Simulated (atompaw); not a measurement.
# A PAW (atompaw) potential for arsenic, from input to tests

Aim: build the potential from the settings below, then test how well it stands in for the atom: scattering, ghost states and the plane-wave cutoff that it needs.

Program: atompaw 4.2.0.5. Reference atom: PBEsol, scalar-relativistic, spherical and spin-unpolarised. All values are calculated.

## Step 1: Settings

Typed settings, in words:

```
element                 : arsenic (As, Z = 33)
type                    : PAW
frozen core             : [Ne] 3s2
valence charge          : 21
reference configuration : 3p6 3d10 4s2 4p3
partial waves           : 4s (bound): rc 1.50 bohr; 4s channel at -0.6 Ry: rc 1.50 bohr; 3p (bound): rc 0.95 bohr; 4p (bound): rc 1.50 bohr; 3d (bound): rc 1.25 bohr; 3d channel at -0.6 Ry: rc 1.25 bohr
local potential         : troulliermartins scheme with l = 3 at 1 Ry, radius 1.05 bohr
core correction         : smooth core density matched at 1.15 bohr
augmentation charge     : besselshape compensation charge, radius 1.20 bohr; PAW radius 1.50 bohr; waves and projectors: custom polynom vanderbiltortho
```

The outer shells as boxes (Hund's rule for the drawing; the calculation is spin-unpolarised):

```
[Ne] core
3s [↑↓]
3p [↑↓][↑↓][↑↓]
3d [↑↓][↑↓][↑↓][↑↓][↑↓]
4s [↑↓]
4p [↑ ][↑ ][↑ ]
```

## Step 2: Generating the potential

As.input

```
As 33
GGA-PBESOL scalarrelativistic loggrid 1500 logderivrange -12 5 426
4 4 3 0 0 0
4 1 3
0 0 0
c
c
c
v
c
v
v
v
2
1.50 1.20 1.05 1.15
y
-0.6
n
n
y
-0.6
n
custom polynom vanderbiltortho besselshape
3 1 troulliermartins
1.50
1.50
0.95
1.50
1.25
1.25
PWSCFOUT
UPFDX 0.0125d0 UPFXMIN -7.d0 UPFZMESH 33.d0
END
```

On the command line:

```sh
$ atompaw < As.input > As.log
```

**Question.** What will these runs give? Wanted: cutoffs for 10 and 1 mRy, occupied levels; bound ghosts; largest phase difference near zero energy, channels read; lowest eigenvalue of the overlap; share of valence orbitals outside the PAW sphere; UPF file.

**Answer**, as computed:

```
                                                quantity                             value
               cutoffs for 10 and 1 mRy, occupied levels                 140 Ry and 230 Ry
                                            bound ghosts                   s at -244.21 eV
largest phase difference near zero energy, channels read                         0.024 rad
         lowest eigenvalue of the overlap (Bessel basis)                         0.311 (s)
        share of valence orbitals outside the PAW sphere  4s 71 %, 3p 0 %, 4p 86 %, 3d 3 %
                                                UPF file                           written
```

A bound ghost (s) makes it unfit for use: electrons can fall into a state that the atom doesn't have. By its cutoff, 140 Ry for the looser tolerance, it is very hard. The slowest occupied level is 3p: taken alone it needs 160 Ry to come within 1 mRy, against 100 Ry for 3d. Near zero energy the phases of the channels with partial waves agree within 0.024 rad.
